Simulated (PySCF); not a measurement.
# NbH₂: relaxation and vibrations of the quartet

Aim: relax NbH₂ as a quartet from a bent start, check by its vibrations whether the end is a minimum, and collect its spectrum and constants.

Method: B3LYP, basis Nb def2-TZVP with ECP28, H def2-TZVP, scalar-relativistic core potentials, no spin–orbit coupling, density fitting; program: PySCF 2.14.0.

## (1) Starting geometry

3 atoms, charge 0, spin multiplicity 4.

Bond lengths: Nb1–H2 1.790 Å, Nb1–H3 1.790 Å. Angles: H2–Nb1–H3 110.0°.

```xyz
3
charge 0 multiplicity 4
Nb    0.0000    0.0000    0.0000
H     1.4663    0.0000    1.0267
H    -1.4663    0.0000    1.0267
```

## (2) Finding the electronic state

One driver script runs all steps and calls PySCF; scf.py shows how it sets up the SCF of each step. The optimiser is the driver's own. After this first run the driver tries any further starts and a stability analysis.

scf.py reads:

```python
from pyscf import gto, scf, dft
mol = gto.M(atom='''
Nb     0.000000     0.000000     0.000000
H      1.466300     0.000000     1.026700
H     -1.466300     0.000000     1.026700''',
    basis={'Nb': 'def2-TZVP', 'H': 'def2-TZVP'},
    ecp={'Nb': 'def2-TZVP'},
    charge=0, spin=3)
mf = dft.UKS(mol, xc='B3LYP')
mf.grids.atom_grid = (50, 194)
aux = {'Nb': 'def2-universal-JKFIT', 'H': 'def2-universal-JKFIT'}
mf = mf.density_fit(auxbasis=aux)
mf.conv_tol = 1e-08
mf.diis_space = 10
mf.max_cycle = 60
mf.init_guess = 'minao'
mf.verbose = 4
mf.kernel()
```

The run is started by

```
> OMP_NUM_THREADS=2 python axn.py task.json out
```

The log of the run:

```text
init E= -51.7341598753218
[... the frontier-level lines of each cycle are left out ...]
cycle= 1 E= -56.6341619153171  delta_E= -4.9  |g|= 1.59  |ddm|=  3.1
cycle= 2 E= -55.1572265675103  delta_E= 1.48  |g|= 1.89  |ddm|= 6.23
cycle= 3 E= -57.9908343033596  delta_E= -2.83  |g|= 0.238  |ddm|= 6.02
cycle= 4 E= -58.0437849259261  delta_E= -0.053  |g|= 0.0876  |ddm|= 0.456
cycle= 5 E= -58.0478065534524  delta_E= -0.00402  |g|= 0.0396  |ddm|= 0.0984
cycle= 6 E= -58.0488317694994  delta_E= -0.00103  |g|= 0.0164  |ddm|= 0.0449
cycle= 7 E= -58.0494120086399  delta_E= -0.00058  |g|= 0.00622  |ddm|= 0.0596
cycle= 8 E= -58.0499338407913  delta_E= -0.000522  |g|= 0.00694  |ddm|= 0.0601
cycle= 9 E= -58.0494797491843  delta_E= 0.000454  |g|= 0.00602  |ddm|= 0.0519
cycle= 10 E= -58.0478189757215  delta_E= 0.00166  |g|= 0.0133  |ddm|= 0.265
cycle= 11 E= -58.0478374645837  delta_E= -1.85e-05  |g|= 0.0131  |ddm|= 0.00471
cycle= 12 E= -58.0480092235868  delta_E= -0.000172  |g|= 0.0126  |ddm|= 0.0434
cycle= 13 E= -58.0477656603292  delta_E= 0.000244  |g|= 0.0141  |ddm|= 0.062
cycle= 14 E= -58.0476501918906  delta_E= 0.000115  |g|= 0.0154  |ddm|= 0.0337
cycle= 15 E= -58.0476551068467  delta_E= -4.91e-06  |g|= 0.0151  |ddm|= 0.000435
cycle= 16 E= -58.0476198919103  delta_E= 3.52e-05  |g|= 0.0121  |ddm|= 0.036
cycle= 17 E= -58.0476311615145  delta_E= -1.13e-05  |g|= 0.00855  |ddm|= 0.0168
cycle= 18 E= -58.0475746791172  delta_E= 5.65e-05  |g|= 0.00758  |ddm|= 0.0451
cycle= 19 E= -58.0475668598175  delta_E= 7.82e-06  |g|= 0.00343  |ddm|= 0.0352
cycle= 20 E= -58.047545631114  delta_E= 2.12e-05  |g|= 0.00133  |ddm|= 0.0595
cycle= 21 E= -58.0475454850601  delta_E= 1.46e-07  |g|= 0.000277  |ddm|= 0.0222
cycle= 22 E= -58.0475454141828  delta_E= 7.09e-08  |g|= 3.05e-05  |ddm|= 0.00401
cycle= 23 E= -58.0475454145263  delta_E= -3.44e-10  |g|= 1.42e-05  |ddm|= 8.48e-05
Extra cycle  E= -58.0475454151688  delta_E= -6.43e-10  |g|= 1.35e-05  |ddm|= 7.14e-05
converged SCF energy = -58.0475454151688  <S^2> = 3.7652591  2S+1 = 4.0076223
```

This step, with its further starts and checks, ran for 5.1 s (2 threads of Arm Neoverse V2, shared host).

The starts that the driver tried:

| start | energy (Eh) |
| --- | --- |
| the minimal-basis guess | -58.047545 |
| a thermally smeared density | -58.057166 |
| a smeared PBE density | -58.057898 |

This is not the lowest solution: one lies 27.2 kJ/mol lower, at -58.05790 Eh, and the relaxation starts from that.

## (3) Relaxation: bent start, quartet

The program finds C2v symmetry in the start, which this walk keeps.

scf.py, as its differences from that of step 2:

```diff
@@ -3,3 +3,3 @@
-Nb     0.000000     0.000000     0.000000
-H      1.466300     0.000000     1.026700
-H     -1.466300     0.000000     1.026700''',
+Nb     0.000000     0.000000    -0.021802
+H      1.466300     0.000000     1.004898
+H     -1.466300     0.000000     1.004898''',
@@ -16 +15,0 @@
-mf.init_guess = 'minao'
```

The optimiser's trace:

| step | energy (Eh) | change (kJ/mol) | largest symmetric gradient (Eh/bohr) |
| --- | --- | --- | --- |
| 0 | -58.057898 | 0.00 | 0.00624 |
| 1 | -58.058318 | -1.10 | 0.00362 |
| 2 | -58.058600 | -1.84 | 0.00062 |
| 3 | -58.058602 | -1.85 | 0.00016 |

The walk took 2.4 s.

Geometry (Å) and forces (eV/Å) at some steps:

```
step 0
Nb   0.000   0.000  -0.022   0.000   0.000   0.321
H    1.466   0.000   1.005   0.031   0.000  -0.161
H   -1.466   0.000   1.005  -0.031   0.000  -0.161
step 1
Nb   0.000   0.000   0.004   0.000   0.000   0.186
H    1.490   0.000   0.992   0.038   0.000  -0.093
H   -1.490   0.000   0.992  -0.038   0.000  -0.093
step 2
Nb   0.000   0.000   0.050   0.000   0.000  -0.032
H    1.535   0.000   0.969   0.009   0.000   0.016
H   -1.535   0.000   0.969  -0.009   0.000   0.016
step 3
Nb   0.000   0.000   0.046   0.000   0.000  -0.008
H    1.532   0.000   0.971   0.007   0.000   0.004
H   -1.532   0.000   0.971  -0.007   0.000   0.004
```

After 3 steps and 1.8 kJ/mol it ends at C2v: Nb–H 1.789 Å (×2); H–Nb–H 117.8°.

## (4) Is it a minimum? Harmonic modes

The point is checked on the finer grid, and tightened if its gradient asks for it. The Hessian and the dipole derivatives come from central differences of analytic gradients, with steps of 0.02 bohr.

scf.py, as its differences from that of step 3:

```diff
@@ -3,3 +3,3 @@
-Nb     0.000000     0.000000    -0.021802
-H      1.466300     0.000000     1.004898
-H     -1.466300     0.000000     1.004898''',
+Nb     0.000000     0.000000    -0.019775
+H      1.532502     0.000000     0.904857
+H     -1.532502     0.000000     0.904857''',
@@ -10 +10 @@
-mf.grids.atom_grid = (50, 194)
+mf.grids.atom_grid = (75, 302)
@@ -13 +13 @@
-mf.conv_tol = 1e-08
+mf.conv_tol = 1e-10
```

The driver hands on the density of the step before, so the log starts near convergence.

SCF at the final geometry:

```text
init E= -58.058601055247
[... the frontier-level lines of each cycle are left out ...]
cycle= 1 E= -58.0586010552378  delta_E= 9.17e-12  |g|= 6.27e-06  |ddm|= 1.17e-05
Extra cycle  E= -58.0586010552149  delta_E= 2.29e-11  |g|= 8.81e-06  |ddm|= 1.63e-05
converged SCF energy = -58.0586010552149  <S^2> = 3.7639034  2S+1 = 4.0069457
```

The whole step took 13 s.

Geometry: C2v; Nb–H 1.790 Å (×2); H–Nb–H 117.8°.

Modes, for the most abundant isotopes:

| symmetry | ω (cm⁻¹) | IR (km/mol) | μ (u) | type |
| --- | --- | --- | --- | --- |
| a1 | 613 | 101 | 1.02 | bend |
| a1 | 1728 | 140 | 1.01 | stretch |
| b2 | 1736 | 438 | 1.02 | stretch |

All wavenumbers are real: a minimum.

Properties at this point:

- Dipole moment: 2.59 D
- Highest occupied level: -5.19 eV
- Lowest empty level: -2.94 eV
- Rotational constants: 9.995, 3.561, 2.626 cm⁻¹
- Zero-point energy: 24.4 kJ/mol
- Principal polarisabilities: 53.3, 61.0, 66.6 bohr³
- Atomisation energy without zero-point energy: 560 kJ/mol
- Principal traceless quadrupole moments about the centre of mass: -3.03, -0.50, 3.52 D Å
- Entropy at 298.15 K and 1 bar (electronic part: spin only): 238.1 J/(mol K)
- Heat capacity Cp at 298.15 K: 37.7 J/(mol K)
- Enthalpy at 298.15 K above 0 K: 10.33 kJ/mol
- Rotational symmetry number: 2
- Spin squared ⟨S²⟩: 3.764

Charges (e) and bond orders:

```csv
atom,Mulliken,Löwdin,polar tensor,spin (Mulliken),Mayer order to Nb1
Nb1,0.37,0.26,0.74,3.15,–
"H2,3",-0.18,-0.13,-0.37,-0.07,0.97
```

Mulliken populations on Nb1 (outside its core potential): s 2.85, p 6.20, d 3.58, f 0.01.

## (5) What came out

| quantity | value |
| --- | --- |
| minimum | quartet, C2v |
| geometry | Nb–H 1.790 Å (×2); H–Nb–H 117.8° |
| wavenumbers (cm⁻¹) | 613 (a1), 1728 (a1), 1736 (b2) |
| dipole moment | 2.59 D |
| highest occupied, lowest empty level (either spin) | -5.19, -2.94 eV |
| polar-tensor charge of Nb1 | +0.74 e |
| zero-point energy | 24.4 kJ/mol |
| entropy at 298.15 K | 238.1 J/(mol K) |
| atomisation energy (no zero-point energy) | 560 kJ/mol |
| ⟨S²⟩ | 3.764 |

**Reading.** The molecule stays C2v, as typed, and the end point is a minimum. The strongest infrared band lies at 1736 cm⁻¹ (b2, stretch). Most of the spin sits on Nb1 (Mulliken spin 3.15, against 3 for the whole molecule). The first SCF alone would have been 27 kJ/mol too high. Other starts or spin states, not run here, may lie lower. Open d and f shells are described by one determinant, and the ground state may have another occupation or spin.

The search up to here took 21 s.
